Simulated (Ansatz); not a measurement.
# FH7O3Si3: the cost of one run

Method: PBE0-D4/def2-TZVP structures, single points in def2-TZVPP, no counterpoise correction; program: Ansatz 0.2.0, Gaussian basis.

Levels: SPW92, PBE-D4, BLYP-D4, r2SCAN-D4, B97M-V, PBE0-D4, B3LYP-D4, r2SCAN0-D4, BHLYP-D4, CAM-B3LYP-D4, wB97X-V, wB97M-V, B2PLYP, PBE-QIDH, RPA on PBE, Hartree-Fock, MP2, CCSD, CCSD(T).

Correlated methods freeze the cores. B3LYP uses VWN-RPA correlation. B2PLYP carries no dispersion term here.

94 further runs of the same task are left out: 94 set aside as unsound or not needed.

**1. Where the work starts**

The complex: 20 atoms, charge 0, spin multiplicity 1.

Atoms are counted from 1 here; the program's logs count them from 0.

Bond lengths: Si1–O4 1.598 Å, Si1–O6 1.599 Å, Si1–F8 1.582 Å, Si1–O10 1.640 Å, O2–Si3 1.643 Å, O2–H9 0.967 Å, Si3–H11 1.490 Å, Si3–H12 1.489 Å, Si3–H13 1.482 Å, O4–Si5 1.648 Å, Si5–H14 1.483 Å, Si5–H15 1.480 Å, Si5–H16 1.484 Å, O6–Si7 1.643 Å, Si7–H17 1.484 Å, Si7–H18 1.484 Å, Si7–H19 1.480 Å, O10–H20 0.959 Å. Angles: O4–Si1–O6 111.4°, O4–Si1–F8 107.4°, O4–Si1–O10 112.5°, O6–Si1–F8 110.7°, O6–Si1–O10 107.2°, F8–Si1–O10 107.6°, Si3–O2–H9 119.0°, O2–Si3–H11 111.8°, O2–Si3–H12 111.7°, O2–Si3–H13 106.4°, H11–Si3–H12 107.8°, H11–Si3–H13 109.0°, H12–Si3–H13 110.0°, Si1–O4–Si5 147.0°, O4–Si5–H14 110.5°, O4–Si5–H15 109.7°, O4–Si5–H16 106.8°, H14–Si5–H15 111.0° and more.

Geometry (Å):

```mol
FH11O4Si4
  3D, bonds by distance, orders not assigned

 20 18  0  0  0  0  0  0  0  0999 V2000
   -1.0611    0.8152    1.2190 Si  0  0
   -0.1572    0.2078   -1.9461 O   0  0
    0.7452   -1.1411   -2.2024 Si  0  0
   -0.1030    2.0146    0.7740 O   0  0
    1.2340    2.4739   -0.0728 Si  0  0
   -0.2221   -0.4977    1.5806 O   0  0
   -0.1542   -2.1232    1.8072 Si  0  0
   -1.8900    1.3119    2.4717 F   0  0
   -0.9872    0.1309   -1.4554 H   0  0
   -2.1316    0.3986    0.0477 O   0  0
    1.3252   -1.6691   -0.9356 H   0  0
   -0.0562   -2.2296   -2.8259 H   0  0
    1.8478   -0.7416   -3.1080 H   0  0
    2.1402    1.3186   -0.2798 H   0  0
    0.8251    3.0647   -1.3666 H   0  0
    1.9272    3.5001    0.7452 H   0  0
   -0.8401   -2.8155    0.6881 H   0  0
   -0.8213   -2.4668    3.0875 H   0  0
    1.2718   -2.5183    1.8564 H   0  0
   -2.8927    0.9666   -0.0850 H   0  0
  1  4  8  0
  1  6  8  0
  1  8  8  0
  1 10  8  0
  2  3  8  0
  2  9  8  0
  3 11  8  0
  3 12  8  0
  3 13  8  0
  4  5  8  0
  5 14  8  0
  5 15  8  0
  5 16  8  0
  6  7  8  0
  7 17  8  0
  7 18  8  0
  7 19  8  0
 10 20  8  0
M  END
```

Its parts: FH₇O₃Si₃ holds atoms 1, 4, 5, 6, 7, 8, 10, 14, 15, 16, 17, 18, 19, 20; SiH₄O holds atoms 2, 3, 9, 11, 12, 13. Each part counts its atoms afresh in its own runs.

**2. Relaxing FH₇O₃Si₃ alone**

relax-a/in.yaml reads:

```yaml
crystal:
  periodic: [false, false, false]
  atoms:
    - {symbol: Si, position_ang: [-1.061128, 0.815180, 1.218966]}
    - {symbol: O, position_ang: [-0.103006, 2.014572, 0.774046]}
    - {symbol: Si, position_ang: [1.233972, 2.473923, -0.072786]}
    - {symbol: O, position_ang: [-0.222112, -0.497654, 1.580639]}
    - {symbol: Si, position_ang: [-0.154180, -2.123239, 1.807238]}
    - {symbol: F, position_ang: [-1.890037, 1.311941, 2.471739]}
    - {symbol: O, position_ang: [-2.131569, 0.398630, 0.047739]}
    - {symbol: H, position_ang: [2.140246, 1.318643, -0.279760]}
    - {symbol: H, position_ang: [0.825141, 3.064696, -1.366569]}
    - {symbol: H, position_ang: [1.927212, 3.500082, 0.745170]}
    - {symbol: H, position_ang: [-0.840077, -2.815519, 0.688120]}
    - {symbol: H, position_ang: [-0.821278, -2.466794, 3.087520]}
    - {symbol: H, position_ang: [1.271760, -2.518335, 1.856359]}
    - {symbol: H, position_ang: [-2.892736, 0.966616, -0.085029]}
basis:
  gaussian: {orbitals: def2-TZVP}
hamiltonian: {xc: pbe0, dispersion: d4}
relax: {f_tol: 0.005, max_steps: 200}
```

Started as:

```sh
ansatz run in.yaml --threads 4 --pin off --events-out ev --progress --plain --max-ram 41984MiB --backend cuda --devices 0, --max-vram 37GiB
```

**Question.** How long does this run take on 1 × a share of an NVIDIA H100 with 4 threads of AMD EPYC 7R13, shared host?

About 80 s.
